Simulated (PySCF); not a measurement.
# Ge2H4: electronic structure in real space

For Ge2H4, the scripts below pull one bond apart with RHF, UHF and CASSCF, see where an electron leaves and enters and measure its response to a uniform field.

Method: levels as typed in each script, gas phase, geometry from GFN2-xTB; program: PySCF 2.14.0.

### 1 The starting structure

SMILES `[GeH2]=[GeH2]`, 6 atoms, charge 0, spin multiplicity 1.

Bond lengths: Ge1–Ge2 2.467 Å, Ge1–H3 1.607 Å, Ge1–H4 1.667 Å, Ge2–H5 1.598 Å, Ge2–H6 1.600 Å. Angles: Ge2–Ge1–H3 83.6°, Ge2–Ge1–H4 66.5°, H3–Ge1–H4 86.5°, Ge1–Ge2–H5 121.1°, Ge1–Ge2–H6 138.9°, H5–Ge2–H6 91.0°.

As a file:

```xyz
6
charge 0, multiplicity 1
Ge    1.2752    0.0401    0.0290
Ge   -1.1908   -0.0084    0.0469
H     1.1267   -1.5456   -0.1876
H     0.5956    0.2061   -1.4842
H    -2.0442    1.2895   -0.3291
H    -2.3811   -0.9644   -0.4310
```

### 2 Stretching a bond (cc-pvdz)

The input, input.py:

```python
import numpy as np
from pyscf import gto, scf, mcscf

mol = gto.M(atom='''
Ge     1.27524     0.04012     0.02905
Ge    -1.19077    -0.00842     0.04695
H      1.12671    -1.54560    -0.18764
H      0.59564     0.20613    -1.48415
H     -2.04419     1.28949    -0.32911
H     -2.38112    -0.96443    -0.43099
''', basis='cc-pvdz', charge=0, spin=0, verbose=4)
# stretch the bond between atoms 2 and 5, from long to short, fragments rigid
a, b, move = 1, 4, [4]
xyz = mol.atom_coords(unit='Angstrom')
u = xyz[b] - xyz[a]
r0 = np.linalg.norm(u)
rows, last, dm_u = [], None, None
for r in [4.23, 3.32, 2.72, 2.34, 2.04, 1.81, 1.66, 1.51, 1.39]:
    new = xyz.copy()
    new[move] += u / r0 * (r - r0)
    m = mol.set_geom_(new, unit='Angstrom', inplace=False)
    rhf = scf.RHF(m).density_fit(auxbasis='def2-universal-jkfit').run()
    uhf = scf.UHF(m).density_fit(auxbasis='def2-universal-jkfit').newton()
    if dm_u is None:
        c = rhf.mo_coeff
        h = m.nelectron // 2 - 1
        ca, cb = c.copy(), c.copy()
        ca[:, h], cb[:, h] = (c[:, h] + c[:, h + 1]) / 2**.5, (c[:, h] - c[:, h + 1]) / 2**.5
        dm_u = np.array([x[:, :h + 1] @ x[:, :h + 1].T for x in (ca, cb)])
    uhf.kernel(dm0=dm_u)
    for _ in range(3):
        c, _, stable, _ = uhf.stability(return_status=True)
        if stable:
            break
        uhf.kernel(c, uhf.mo_occ)
    dm_u = uhf.make_rdm1()
    mc = mcscf.CASSCF(rhf, 2, 2)
    mc.natorb = True
    mc.fix_spin_(ss=0)
    guess = mcscf.addons.make_natural_orbitals(uhf)[1] if last is None else mcscf.project_init_guess(mc, last.mo_coeff, last.mol)
    mc.kernel(guess)
    last = mc
    act = slice(mc.ncore, mc.ncore + mc.ncas)
    print('r %.3f  RHF %.6f  UHF %.6f  <S^2> %.3f  CASSCF %.6f  occupations' % (r, rhf.e_tot, uhf.e_tot, uhf.spin_square()[0], mc.e_tot), mc.mo_occ[act].round(4))
    rows.append((new, rhf.e_tot, uhf.e_tot, uhf.spin_square()[0], mc.e_tot, mc.mo_occ[act], mc.mo_coeff[:, act], dm_u[0] - dm_u[1], rhf.converged and uhf.converged and mc.converged))
    np.savez('result.npz', **{k: [row[i] for row in rows] for i, k in enumerate('xyz rhf uhf s2 cas occ c spin ok'.split())})
```

The run is started by

```sh
$ OMP_NUM_THREADS=1 python input.py
```

### 4 Removing and adding an electron (BP86/6-311g**)

The input, input.py:

```python
import numpy as np
from pyscf import gto, scf, dft
from pyscf.scf import atom_ks, atom_hf
from scipy.linalg import block_diag

def solve(mol, dm0=None, hcore=None):
    mf = (dft.UKS if mol.spin else dft.RKS)(mol, xc='bp86')
    mf.grids.level = 3
    mf = mf.density_fit(auxbasis='def2-universal-jkfit')
    mf.conv_tol, mf.max_cycle = 1e-8, 80
    if hcore is not None:
        mf.get_hcore = lambda *args: hcore
    mf.kernel(dm0)
    if not mf.converged:
        mf = mf.newton().run(mf.mo_coeff, mf.mo_occ, max_cycle=30)
    assert mf.converged, 'SCF not converged'
    return mf

mol = gto.M(atom='''
Ge     1.27524     0.04012     0.02905
Ge    -1.19077    -0.00842     0.04695
H      1.12671    -1.54560    -0.18764
H      0.59564     0.20613    -1.48415
H     -2.04419     1.28949    -0.32911
H     -2.38112    -0.96443    -0.43099
''', basis='6-311g**', charge=0, spin=0, verbose=4)
mf = solve(mol)
out = dict(e0=mf.e_tot, dm0=mf.make_rdm1(), c=mf.mo_coeff, occ=mf.mo_occ, eps=mf.mo_energy)
for name, dq, spin in [('cation', 1, 1), ('anion', -1, 1)]:
    ion = mol.copy().set(charge=mol.charge + dq, spin=spin).build()
    mi = solve(ion)
    if spin and dq > 0 and mol.nao < 130:
        c, _, stable, _ = mi.stability(return_status=True)
        if not stable:
            mi = solve(ion, mi.make_rdm1(c, mi.mo_occ))
    print(name, 'vertical energy change / eV', (mi.e_tot - mf.e_tot) * 27.211386)
    out.update({'e_' + name: mi.e_tot, 'dm_' + name: mi.make_rdm1(), 's2_' + name: mi.spin_square()[0], 'eps_' + name: mi.mo_energy, 'occ_' + name: mi.mo_occ})
# spherically averaged free atoms, for the promolecule
atm = atom_ks.get_atm_nrks(mol, xc='bp86')
pro = block_diag(*[(atm[a[0]][2] * atm[a[0]][3]) @ atm[a[0]][2].T for a in mol._atom])
np.savez('result.npz', pro=pro, **out)
```

### 6 Response to an electric field (CAM-B3LYP/def2-svpd)

The input, input.py:

```python
import numpy as np
from pyscf import gto, scf, dft
from pyscf.scf import atom_ks, atom_hf
from scipy.linalg import block_diag

def solve(mol, dm0=None, hcore=None):
    mf = (dft.UKS if mol.spin else dft.RKS)(mol, xc='camb3lyp')
    mf.grids.level = 3
    mf = mf.density_fit(auxbasis='def2-universal-jkfit')
    mf.conv_tol, mf.max_cycle = 1e-8, 80
    if hcore is not None:
        mf.get_hcore = lambda *args: hcore
    mf.kernel(dm0)
    if not mf.converged:
        mf = mf.newton().run(mf.mo_coeff, mf.mo_occ, max_cycle=30)
    assert mf.converged, 'SCF not converged'
    return mf

mol = gto.M(atom='''
Ge     1.27524     0.04012     0.02905
Ge    -1.19077    -0.00842     0.04695
H      1.12671    -1.54560    -0.18764
H      0.59564     0.20613    -1.48415
H     -2.04419     1.28949    -0.32911
H     -2.38112    -0.96443    -0.43099
''', basis='def2-svpd', charge=0, spin=0, verbose=4)
field = np.array([-0.0, -0.0, -0.002])  # atomic units
mol.set_common_orig(mol.atom_charges() @ mol.atom_coords() / mol.atom_charges().sum())
mf = solve(mol)
out = dict(dm0=mf.make_rdm1(), d0=mf.dip_moment(unit='AU'), e0=mf.e_tot)
for name, sign in (('p', 1), ('m', -1)):
    h = mf.get_hcore() + sign * np.einsum('x,xij->ij', field, mol.intor('int1e_r'))
    mi = solve(mol, mf.make_rdm1(), h)
    out.update({'dm' + name: mi.make_rdm1(), 'd' + name: mi.dip_moment(unit='AU'), 'e' + name: mi.e_tot})
# spherically averaged free atoms, for the promolecule
atm = atom_ks.get_atm_nrks(mol, xc='camb3lyp')
pro = block_diag(*[(atm[a[0]][2] * atm[a[0]][3]) @ atm[a[0]][2].T for a in mol._atom])
np.savez('result.npz', pro=pro, **out)
```

(Steps that only read results are left out.)

Q: Predict the outcome of this session. Wanted: vertical ionisation energy; vertical electron affinity; polarisability along the field.

The runs gave:

```
                                              quantity           value
cost of the stretch to 4.2 Å, CASSCF and RHF (cc-pvdz)  3.0 and 6.0 eV
            vertical ionisation energy (BP86/6-311g**)         9.09 eV
            vertical electron affinity (BP86/6-311g**)         1.37 eV
  polarisability along the field (CAM-B3LYP/def2-svpd)      60.4 bohr³
```

**Reading.** RHF rises too steeply at long distance, since it keeps both electrons in one orbital and so mixes in ionic fragments. The ionisation energy from two SCF runs, 9.09 eV, lies 2.9 eV above −ε(HOMO) = 6.16 eV of the same level, BP86/6-311g**, since self-interaction lifts this functional's HOMO. The geometry was not optimised at these levels.
